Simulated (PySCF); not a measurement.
# F6Mo ([MoF6]-): the cost of one run

Computed with PySCF 2.14.0 and routines of our own; the level stands in each step. Atoms count from 0.

## Step 1: The starting structure

7 atoms, charge -1, states of the metal's open shell are computed; geometry from: model geometry, bond lengths from ionic radii.

## Step 2: Ligand-field states: state-averaged CASSCF in water

Job settings and geometry (Å):

```
{"job": {"kind": "lf", "basis": {"metal": "x2c-TZVPall", "ligand": "x2c-SVPall"}, "nevpt": true, "solvent": "water"}, "charge": -1, "metal": "Mo", "open_shell": "d1"}
Mo     0.000000     0.000000     0.000000
F      0.000000     0.000000     1.910000
F      0.000000     0.000000    -1.910000
F      1.910000     0.000000     0.000000
F     -1.910000     0.000000     0.000000
F      0.000000     1.910000     0.000000
F     -0.000000    -1.910000     0.000000
```

Level: state-averaged CASSCF of the metal d shell, SC-NEVPT2 on the averaged canonical orbitals, state-interaction spin-orbit coupling.

The run is started by

```sh
OMP_NUM_THREADS=1 python lf_run.py task.json out
```

One launch serves the whole session: the jobs run in the order shown.

**Question.** How long does this first job take on 1 thread of Arm Neoverse V1, shared host, and how much memory does it need?

About 12 s, with a peak of 0.35 GiB.
